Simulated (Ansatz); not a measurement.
# C2H7FOSi2: the cost of one run

All numbers below are computed with Ansatz 0.2.0 (RKS B3LYP/def2-SVP).

## Step 1: The system as given

Bond lengths: O1–C2 1.452 Å, C2–Si3 1.914 Å, C2–C4 1.501 Å, C2–Si5 1.775 Å, Si5–F6 1.624 Å, O1–H7 0.947 Å, Si3–H8 1.495 Å, Si3–H9 1.528 Å, Si3–H10 1.508 Å, C4–H11 1.137 Å, C4–H12 1.042 Å, Si5–H13 1.539 Å. Angles (14 of 19 angles, heavy atoms first): O1–C2–Si3 109.8°, O1–C2–C4 115.6°, O1–C2–Si5 120.4°, Si3–C2–C4 112.9°, Si3–C2–Si5 108.7°, C4–C2–Si5 88.0°, C2–Si5–F6 115.7°, C2–O1–H7 111.7°, C2–Si3–H8 110.5°, C2–Si3–H9 111.1°, C2–Si3–H10 112.9°, C2–C4–H11 112.1°, C2–C4–H12 123.2°, C2–Si5–H13 120.5°.

As a file:

```xyz
13

O    -1.3145   -1.4212   -0.2148
C    -0.3870   -0.3130   -0.0731
Si    1.1460   -0.8760    0.9248
C    -0.0265    0.3990   -1.3447
Si   -0.9420    1.2467    0.5680
F     0.2176    2.3519    0.8353
H    -1.0677   -1.9960   -0.9260
H     1.7108   -2.1364    0.3521
H     0.7959   -1.0961    2.3959
H     2.2669    0.1330    0.8958
H    -0.9427    0.6524   -1.9678
H     0.7527    1.0878   -1.4120
H    -2.1888    1.9332   -0.0185
```

## Step 2: End point A

input.yaml

```yaml
crystal:
  periodic: [false, false, false]
  atoms:
    - { symbol: O, position_ang: [-1.3145, -1.4212, -0.2148] }
    - { symbol: C, position_ang: [-0.387, -0.313, -0.0731] }
    - { symbol: Si, position_ang: [1.146, -0.876, 0.9248] }
    - { symbol: C, position_ang: [-0.0265, 0.399, -1.3447] }
    - { symbol: Si, position_ang: [-0.942, 1.2467, 0.568] }
    - { symbol: F, position_ang: [0.2176, 2.3519, 0.8353] }
    - { symbol: H, position_ang: [-1.0677, -1.996, -0.926] }
    - { symbol: H, position_ang: [1.7108, -2.1364, 0.3521] }
    - { symbol: H, position_ang: [0.7959, -1.0961, 2.3959] }
    - { symbol: H, position_ang: [2.2669, 0.133, 0.8958] }
    - { symbol: H, position_ang: [-0.9427, 0.6524, -1.9678] }
    - { symbol: H, position_ang: [0.7527, 1.0878, -1.412] }
    - { symbol: H, position_ang: [-2.1888, 1.9332, -0.0185] }
basis:
  gaussian: { orbitals: def2-SVP }
hamiltonian:
  xc: b3lyp
relax:
  f_tol: 0.02
  max_steps: 50
```

Command:

```console
$ ansatz run input.yaml --threads 2 --pin off --max-ram 3072MiB --backend cpu --events-out ev --progress --plain --runs-dir out
```

Q: Estimate wall time and peak memory on 2 threads of AMD EPYC 9R45 (Zen 5), shared host.

About 21 s, with a peak of 0.34 GiB.
